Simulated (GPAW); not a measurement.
Runs of GPAW 26.7.0 on NaLaMnMoO6. Symmetry: P2_1, No. 4, monoclinic system. The conventional cell has a = 5.557 Å, b = 5.598 Å, c = 8.025 Å, α = 90.00°, β = 90.44°, γ = 90.00°. Na (site symmetry 1) has 4 O at 2.36 to 2.63 Å as nearest neighbours. La (site symmetry 1) has 8 O at 2.40 to 2.69 Å as nearest neighbours. Mn (site symmetry 1) is surrounded by 6 O at 2.07 to 2.20 Å. Mo (site symmetry 1) has 5 O at 1.83 to 2.03 Å as nearest neighbours. Around O (site symmetry 1) lie 1 Mo at 1.83 Å and 1 Mn at 2.08 Å. Around O (site symmetry 1) lie 1 Mo at 1.87 Å. O (site symmetry 1) is surrounded by 1 Mo at 1.91 Å and 1 Mn at 2.08 Å. O (site symmetry 1) is surrounded by 1 Mo at 2.03 Å and 1 Mn at 2.07 Å. The cell was built by a generator and needn't be a form met in nature.

```csv
task,level,potentials or basis,U,k mesh for the DOS,dos width,band path,band points,gap on the mesh (eV),pressure (GPa),moment (μB),largest force (eV/Å)
density of states,PBE,"GPAW PAW data sets (gpaw-data 1.2.1), pw",-,6 × 6 × 4,0.2 eV,-,-,0.16,0.1,9.96,0.10
band structure,PBE+U,"GPAW PAW data sets (gpaw-data 1.2.1), pw",Mn d U = 4 eV,-,-,"GYHCEM1AXH1,MDZ,YD",100,1.05,1.9,10.00,(a)
band structure,LDA,"the program's PAW data sets (release 1.2.1) made for this functional, pw",-,-,-,"GYHCEM1AXH1,MDZ,YD",100,-,-11.3,9.85,(b)
band structure,PBE,"GPAW PAW data sets (gpaw-data 1.2.1), pw",-,-,-,"GYHCEM1AXH1,MDZ,YD",100,0.16,0.1,9.96,0.10
```

Alike in all rows: spin collinear, ferromagnetic start; cell as given; k mesh 4 × 4 × 3; cutoff (eV) 800; smearing fermi-dirac 0.05 eV.

Q: Fill in the values left out.

A: (a) 0.99; (b) 0.56.

Caveats: one-centre terms of the f shell are cut off; spin-orbit coupling is left out, which moves the levels of the heavy elements; only a ferromagnetic start was run, and an antiferromagnetic order may lie lower in energy; the mesh misses the band edges, which the band path finds closer together (some runs); an odd mesh through Γ misses points on the zone boundary, where band edges often lie (some runs); semilocal functionals often make such compounds metallic where correlation or magnetic order opens a gap, which also shifts bond lengths (some runs).

A k mesh can miss the band edges, and the runs leave out spin-orbit coupling on La, Mo.
